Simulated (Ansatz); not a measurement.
# Zr (Zr, beta-Sn type): the cost of one run

Computed with Ansatz 0.2.0 (DFT r2SCAN, plane waves (500 eV) with PAW, scalar-relativistic; PBE-made PAW files, unless a step says otherwise).

### 1 The system as given

The structure is tetragonal, space group I4_1/amd (No. 141). The conventional cell has a = 5.637 Å, b = 5.637 Å, c = 3.078 Å, α = 90.00°, β = 90.00°, γ = 90.00°. Around Zr (site symmetry -4m2) lie 6 Zr at 2.92 to 3.08 Å.

Coordinates:

```
CELL_PARAMETERS angstrom
-2.81830 2.81830 1.53879
2.81830 -2.81830 1.53879
2.81830 2.81830 -1.53879
ATOMIC_POSITIONS crystal
Zr 0.00000 0.00000 0.00000
Zr 0.75000 0.25000 0.50000
```

Starting moments (μB): +1 ×2.

### 2 Relaxation of the cell

File input.yaml:

```yaml
crystal:
  lattice:
    - [-2.8183043902, 2.8183043902, 1.538794197]
    - [2.8183043902, -2.8183043902, 1.538794197]
    - [2.8183043902, 2.8183043902, -1.538794197]
  atoms:
    - { symbol: Zr, position: [0.0, 0.0, 0.0], spin: 1.0 }
    - { symbol: Zr, position: [0.75, 0.25, 0.5], spin: 1.0 }
hamiltonian:
  xc: r2scan
  pseudopotentials:
    kind: paw
    azcp:
      Zr: "pseudopotentials/Zr.paw.azcp"
basis:
  ecutwfc: 500
  fft_grid_basis: typed
kpoints:
  mp_grid: { grid: [12, 12, 8], shift: [0, 0, 0] }
magnetization:
  spin_polarized: true
scf:
  occupations: { method: fermi_dirac, width: 0.05 }
relax:
  max_steps: 60
  f_tol: 0.01
  cell: {}
output:
  write_density: true
  write_potential: true
  elf: true
  volumetric_format: npy
```

Launch:

```sh
> ansatz run input.yaml --threads 2 --pin off --max-ram 6144MiB --backend cpu --events-out ev --progress --plain --runs-dir out
```

What time and memory should one allow on 2 threads of Arm Neoverse V1, shared host?

About 16 min, with a peak of 0.94 GiB.
